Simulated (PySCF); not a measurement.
# Cl4Ir ([IrCl4]-): the cost of one run

Computed with PySCF 2.14.0 and routines of our own; the level stands in each step. Atoms count from 0.

## Step 1: The starting structure

5 atoms, charge -1, states of the metal's open shell are computed; geometry from: model geometry, bond lengths from ionic radii.

## Step 2: Ligand-field states: state-averaged CASSCF in water

Job settings and geometry (Å):

```
{"job": {"kind": "lf", "basis": {"metal": "x2c-TZVPall", "ligand": "x2c-SVPall"}, "nevpt": true, "solvent": "water"}, "charge": -1, "metal": "Ir", "open_shell": "d6"}
Ir     0.000000     0.000000     0.000000
Cl     1.310585     1.310585     1.310585
Cl    -1.310585    -1.310585     1.310585
Cl    -1.310585     1.310585    -1.310585
Cl     1.310585    -1.310585    -1.310585
```

Method: state-averaged CASSCF of the metal d shell, SC-NEVPT2 on the averaged canonical orbitals, state-interaction spin-orbit coupling.

On the command line:

```
OMP_NUM_THREADS=1 python lf_run.py task.json out
```

This one command runs all jobs of the session in turn.

**Question.** How long does this first job take on 1 thread of Intel Xeon 6975P-C, shared host, and how much memory does it need?

About 22 s, with a peak of 0.42 GiB.
